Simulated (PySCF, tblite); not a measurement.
**C₄H₁₀AlGeN: geometry, infrared bands and NMR shifts**

What infrared bands and NMR shifts should C₄H₁₀AlGeN (`C[C@@H]1[AlH2-][N+]#C[CH2][GeH2]1`) show?

Computed with tblite 0.8.0 and PySCF 2.14.0, with density-fitted response routines of our own, on a single molecule in the gas phase. Atoms are numbered from 0 throughout.

**1. Starting geometry**

17 atoms, charge 0, multiplicity 1; geometry from: force field or distance geometry start.

Bonds of the start (Å): C0–C1 1.54, C1–Al2 2.06, Al2–N3 1.84, N3–C4 1.16, C4–C5 1.43, C5–Ge6 1.96, Ge6–C1 2.01, C0–H7 1.10, C0–H8 1.11, C0–H9 1.12, C1–H10 1.11, Al2–H11 1.59, Al2–H12 1.60, C5–H13 1.12, C5–H14 1.11, Ge6–H15 1.56, Ge6–H16 1.55.

**2. Geometry optimisation with GFN2-xTB**

The job: settings as JSON, then the geometry in Å.

```
{"job": {"kind": "relax", "xc": "GFN2-xTB", "basis": "xTB"}, "charge": 0, "multiplicity": 1}
C     -1.535800    -1.950600    -0.682900
C     -2.088600    -0.522100    -0.795200
Al    -1.156200     0.473000    -2.333200
N     -0.953400     2.126700    -1.560100
C     -1.191700     2.416400    -0.463900
C     -1.618700     2.311500     0.894400
Ge    -1.953100     0.380100     0.998500
H     -1.677600    -2.477900    -1.641200
H     -0.458100    -1.934800    -0.427400
H     -2.095700    -2.505600     0.112500
H     -3.162900    -0.576300    -1.055500
H      0.250700    -0.172600    -2.675100
H     -2.137000     0.581700    -3.592600
H     -0.798900     2.616800     1.587300
H     -2.549100     2.899000     1.064400
H     -3.247400     0.112700     1.829500
H     -0.762500    -0.253700     1.769500
```

Run with:

```sh
$ OMP_NUM_THREADS=1 python probes_run.py task.json out
```

The driver reads the jobs from task.json and runs them one after another.

**Question.** This job is followed by: GFN2-xTB harmonic vibrations, gas phase; GIAO PBE0/pcSseg-1 NMR shielding, non-relativistic, gas phase. What will the session give for the following? strongest single infrared mode (GFN2-xTB); zero-point energy (GFN2-xTB); ¹³C shifts against TMS (PBE0/pcSseg-1); ¹H shifts against TMS (PBE0/pcSseg-1, means over atoms taken as alike); ²⁷Al shifts against AlH4- (PBE0/pcSseg-1); ¹⁵N shifts against NH3 (PBE0/pcSseg-1); ⁷³Ge shifts against GeMe4 (PBE0/pcSseg-1).

**Answer**, as computed:

```
                                                              quantity                                               value
                             strongest single infrared mode (GFN2-xTB)                               1906 cm⁻¹, 561 km/mol
                                          zero-point energy (GFN2-xTB)                                       71.7 kcal/mol
                                ¹³C shifts against TMS (PBE0/pcSseg-1)                           152.5, 13.5, 8.6, 0.9 ppm
¹H shifts against TMS (PBE0/pcSseg-1, means over atoms taken as alike)  5.13, 4.68, 4.42, 4.31, 2.02, 1.95, 1.56, 1.14 ppm
                             ²⁷Al shifts against AlH4- (PBE0/pcSseg-1)                                            91.7 ppm
                                ¹⁵N shifts against NH3 (PBE0/pcSseg-1)                                           251.1 ppm
                             ⁷³Ge shifts against GeMe4 (PBE0/pcSseg-1)                                             -72 ppm
```

What this shows: The optimisation took 59 steps and gained 0.466 eV; among the close pairs (by a distance rule), C5–Ge6 changed most, from 1.963 to 2.094 Å. The lowest mode is slightly imaginary (20i cm⁻¹), a soft motion within the noise of the Hessian, so the minimum is not strictly shown. The strongest single mode, at 1906 cm⁻¹, moves mainly H16. GFN2-xTB is a fitted tight-binding method: band positions and strengths are rough. Its intensities can rank the bands wrongly. Spin-orbit coupling is left out, which matters for shieldings and couplings at and beside the heavy atoms.
